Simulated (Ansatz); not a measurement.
# FH4N3W: how energies converge with the basis set

An exercise on one series of results from a longer session: the logs are not shown, and one member is left open.

Program: Ansatz 0.2.0, Gaussian basis. Level of theory: one geometry, several basis sets. These are calculated values, not measurements.

Plan: PBE0-D4/def2-SVP; ωB97M-V/def2-SVP; PBE0-D4/def2-QZVPP; ωB97M-V/def2-QZVPP; the functionals' def2-TZVPP values are taken from earlier runs.

### Structure used throughout

An earlier PBE0-D4 in a triple-zeta def2 set relaxation fixed the geometry. W takes the def2 core potential; no spin-orbit term is included.

SMILES `[NH]=[W](=[NH])([NH2])[F]`, 9 atoms, charge 0, spin multiplicity 1.

Atoms are counted from 1 here; the program's logs count them from 0.

Bond lengths: N1–W2 1.749 Å, N1–H6 1.007 Å, W2–N3 1.749 Å, W2–N4 1.943 Å, W2–F5 1.882 Å, N3–H7 1.007 Å, N4–H8 1.008 Å, N4–H9 1.008 Å. Angles: W2–N1–H6 156.8°, N1–W2–N3 113.5°, N1–W2–N4 106.4°, N1–W2–F5 109.2°, N3–W2–N4 106.4°, N3–W2–F5 109.2°, N4–W2–F5 112.2°, W2–N3–H7 156.8°, W2–N4–H8 123.1°, W2–N4–H9 123.1°, H8–N4–H9 111.5°.

Set-up of the first run:

The input, in.yaml:

```yaml
crystal:
  periodic: [false, false, false]
  atoms:
    - {symbol: N, position_ang: [-0.797533, 1.559135, 0.193849]}
    - {symbol: W, position_ang: [0.117695, 0.217667, -0.455410]}
    - {symbol: N, position_ang: [1.749930, 0.122497, 0.165498]}
    - {symbol: N, position_ang: [-0.787550, -1.399181, 0.127573]}
    - {symbol: F, position_ang: [0.177568, 0.360912, -2.331435]}
    - {symbol: H, position_ang: [-0.965936, 2.384152, 0.746696]}
    - {symbol: H, position_ang: [2.552112, 0.400367, 0.707672]}
    - {symbol: H, position_ang: [-0.297525, -2.231979, 0.414680]}
    - {symbol: H, position_ang: [-1.748751, -1.413581, 0.430877]}
basis:
  gaussian: {orbitals: def2-SVP}
hamiltonian: {xc: pbe0, dispersion: d4}
output: {orbitals: {seedname: orbitals}}
```

Launch:

```bash
ansatz run in.yaml --threads 4 --pin off --events-out ev --progress --plain --max-ram 10444MiB
```

Steps of the session up to this table: PBE0-D4 in def2-SVP; ωB97M-V in def2-SVP; PBE0-D4 in def2-QZVPP; ωB97M-V in def2-QZVPP.

One of the session's tables, all rows but one given; the rest of the session is left out.

It belongs to the step «Density functionals: the series». 

| functional | basis | HOMO (eV) |
| --- | --- | --- |
| PBE0-D4 | def2-SVP | -7.58 |
| PBE0-D4 | def2-TZVPP | -7.69 |
| PBE0-D4 | def2-QZVPP | -7.73 |
| ωB97M-V | def2-SVP | -9.83 |
| ωB97M-V | def2-TZVPP | -9.95 |
| ωB97M-V | def2-QZVPP | ? |

Estimate the missing values for ωB97M-V, def2-QZVPP.

As computed: HOMO (eV): -9.99. In the column «HOMO (eV)» it is the lowest.
